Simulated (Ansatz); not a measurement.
# Sr3Te: the cost of one run

Computed with Ansatz 0.2.0 (DFT PBE, scalar-relativistic, plane waves, PAW, unless a step's input says otherwise).

### 1 The system as given

It takes space group I4/mmm (No. 139, tetragonal). Conventional cell: a = 4.279 Å, b = 4.279 Å, c = 10.565 Å, α = 90.00°, β = 90.00°, γ = 90.00°. Mg (site symmetry 4/mmm) is surrounded by 4 Te at 3.03 Å and 8 Mg at 3.40 Å. Around Mg (site symmetry -4m2) lie 8 Mg at 3.03 to 3.40 Å and 4 Te at 3.40 Å. Around Te (site symmetry 4/mmm) lie 12 Mg at 3.03 to 3.40 Å.

Structure file:

```
CELL_PARAMETERS angstrom
-2.13936 2.13936 5.28249
2.13936 -2.13936 5.28249
2.13936 2.13936 -5.28249
ATOMIC_POSITIONS crystal
Mg 0.50000 0.50000 0.00000
Mg 0.75000 0.25000 0.50000
Mg 0.25000 0.75000 0.50000
Te 0.00000 0.00000 0.00000
```

The structure comes from the Materials Project (structure only).

### 2 Substitution of an element, cell strained: Mg → Sr, first probe

The change: Sr takes all sites of Mg, and lengths are scaled by 1.173 as a first guess of the size; strain xx, yy, zz, yz, xz, xy = -3.5, -3.5, -3.5, +0.0, +0.0, +0.0 %.

input.yaml reads:

```yaml
crystal:
  lattice:
    - [-2.4210242021, 2.4210242021, 5.9779706526]
    - [2.4210242021, -2.4210242021, 5.9779706526]
    - [2.4210242021, 2.4210242021, -5.9779706526]
  atoms:
    - { symbol: Sr, position: [0.5, 0.5, 0.0] }
    - { symbol: Sr, position: [0.75, 0.25, 0.5] }
    - { symbol: Sr, position: [0.25, 0.75, 0.5] }
    - { symbol: Te, position: [0.0, 0.0, 0.0] }
basis:
  ecutwfc: 420
kpoints:
  mp_grid: { grid: [6, 6, 6] }
hamiltonian:
  xc: pbe
scf:
  occupations: { method: gaussian, width: 0.1 }
output:
  forces: true
  stress: true
  eigenvalues: true
```

Launch:

```console
> ansatz run input.yaml --threads 1 --pin off --max-ram 1331MiB --backend cpu --events-out ev --progress --plain --runs-dir out
```

Q: Estimate wall time and peak memory on 1 thread of an x86-64 CPU, shared host.

About 13 s, with a peak of 0.44 GiB.
